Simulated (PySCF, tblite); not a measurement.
# C7H15P: geometry, infrared bands and NMR shifts

What infrared bands and NMR shifts should C7H15P (`CC[C@@H]1CC[C@@H](C)P1`) show?

Computed with tblite 0.8.0 and PySCF 2.14.0, with density-fitted response routines of our own, on a single molecule in the gas phase. Atoms count from 0, in the outputs and in this text.

### Step 1. The starting structure

23 atoms, charge 0, multiplicity 1; geometry from: force field or distance geometry start.

Bonds of the start (Å): C0–C1 1.53, C1–C2 1.51, C2–C3 1.51, C3–C4 1.49, C4–C5 1.49, C5–C6 1.52, C5–P7 1.86, P7–C2 1.88, C0–H8 1.12, C0–H9 1.10, C0–H10 1.13, C1–H11 1.08, C1–H12 1.12, C2–H13 1.10, C3–H14 1.11, C3–H15 1.09, C4–H16 1.11, C4–H17 1.10, C5–H18 1.10, C6–H19 1.12, C6–H20 1.11, C6–H21 1.12, P7–H22 1.44.

### Step 2. Relaxing the molecule with GFN2-xTB

Job settings and geometry (Å):

```
{"job": {"kind": "relax", "xc": "GFN2-xTB", "basis": "xTB"}, "charge": 0, "multiplicity": 1}
C     -2.862800     0.418800     0.923900
C     -2.219800    -0.409400    -0.189400
C     -0.796300     0.073600    -0.293500
C      0.001800    -0.632800    -1.357900
C      1.443100    -0.306800    -1.156500
C      1.835500    -0.536800     0.264300
C      2.725500     0.633400     0.660300
P      0.236300    -0.403400     1.202300
H     -2.099000     1.136800     1.304400
H     -3.248700    -0.220600     1.730500
H     -3.683900     1.035400     0.449900
H     -2.791300    -0.250000    -1.095300
H     -2.284400    -1.477000     0.146600
H     -0.755900     1.167600    -0.429300
H     -0.212300    -1.719200    -1.398700
H     -0.317500    -0.210500    -2.316000
H      2.042800    -1.000300    -1.784300
H      1.646800     0.730500    -1.467300
H      2.323900    -1.500300     0.448900
H      2.108700     1.561500     0.716500
H      3.490200     0.772900    -0.132400
H      3.224700     0.474500     1.644700
H      0.187900     0.689100     2.138200
```

Started as:

```sh
> OMP_NUM_THREADS=1 python probes_run.py task.json out
```

One launch serves the whole session: the jobs run in the order shown.

**Question.** This job is followed by: GFN2-xTB harmonic vibrations, gas phase; GIAO PBE0/pcSseg-1 NMR shielding, non-relativistic, gas phase. Predict these results of the whole session: strongest single infrared mode (GFN2-xTB); zero-point energy (GFN2-xTB); ¹³C shifts against TMS (PBE0/pcSseg-1); ¹H shifts against TMS (PBE0/pcSseg-1, means over atoms taken as alike); ³¹P shifts against H3PO4 (PBE0/pcSseg-1); surface potential, 1st and 99th percentile.

The runs gave:

| quantity | value |
| --- | --- |
| strongest single infrared mode (GFN2-xTB) | 2204 cm⁻¹, 214 km/mol |
| zero-point energy (GFN2-xTB) | 127.7 kcal/mol |
| ¹³C shifts against TMS (PBE0/pcSseg-1) | 46.0, 44.9, 41.2, 38.6, 34.4, 20.7, 18.8 ppm |
| ¹H shifts against TMS (PBE0/pcSseg-1, means over atoms taken as alike) | 2.62, 2.32, 2.28, 2.14, 1.81, 1.71, 1.31, 1.27, 1.25, 1.17, 1.05 ppm |
| ³¹P shifts against H3PO4 (PBE0/pcSseg-1) | -63.8 ppm |
| surface potential, 1st and 99th percentile | -1.07 V and 0.57 V |

What this shows: Relaxing lowered the energy by 1.159 eV in 140 steps; the close pair that moved most is C0–H10, from 1.131 to 1.088 Å. No mode is imaginary among the 63: a minimum at this level. The strongest single mode, at 2204 cm⁻¹, moves mainly H22. GFN2-xTB is a fitted tight-binding method: band positions and strengths are rough. Its intensities can rank the bands wrongly. At PBE0/pcSseg-1: The widest tensor belongs to P7: span 164 ppm, with a paramagnetic part of -586 ppm.
